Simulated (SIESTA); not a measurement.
Ta3Ru:

```
CELL_PARAMETERS angstrom
0.00000 3.21829 3.21829
3.21829 0.00000 3.21829
3.21829 3.21829 0.00000
ATOMIC_POSITIONS crystal
Ta 0.50000 0.50000 0.50000
Ta 0.75000 0.75000 0.75000
Ta 0.25000 0.25000 0.25000
Ru 0.00000 0.00000 0.00000
```

The cell comes from a database or a generator and needn't be the stable form of this composition.

```yaml
Program: SIESTA 5.4.2
Task: single point
Functional: PBEsol
Potentials_or_basis: PseudoDojo 0.4 standard (PBEsol files)
Basis: DZP (energy shift 0.003 Ry; two zetas on semicore shells)
Grid_cutoff: 800 Ry
Energy_shift: 0.003 Ry
k_mesh: 7 × 7 × 7
Occupations: fermi-dirac, width 0.05 eV
Spin: no spin polarisation
```

On this cell: pressure -3.6 GPa; largest force zero by symmetry; band gap on the k mesh none (metal or under the smearing width).

The same run follows on a disturbed copy (atoms moved at random, drawn with an rms of 0.05 Å):

```
Ta Ru
1.0
     0.00000    3.21829    3.21829
     3.21829    0.00000    3.21829
     3.21829    3.21829    0.00000
Ta Ru
3 1
Direct
  0.50776 0.49236 0.50531
  0.75568 0.74616 0.74460
  0.24602 0.23668 0.25943
  0.99020 0.01022 0.99701
```

What does the disturbed cell give?

The energy (extrapolated to zero smearing) moves by +16.4 meV/atom; pressure -3.1 GPa; largest force 0.832 eV/Å; band gap on the k mesh none (metal or under the smearing width).

Forces in eV/Å, atoms in the order of the input:
```
Ta  -0.073 -0.753 -0.348
Ta   0.415  0.185 -0.267
Ta   0.077 -0.113  0.821
Ru  -0.422  0.678 -0.206
```

Stress tensor (GPa, compression positive):
```
-3.28 -0.23  0.10
-0.23 -3.00  0.11
 0.10  0.11 -3.16
```

Caveats: short orbitals over semicore shells can move pressures by several GPa; the basis of atomic orbitals isn't converged, which shifts pressures, moduli and gaps.
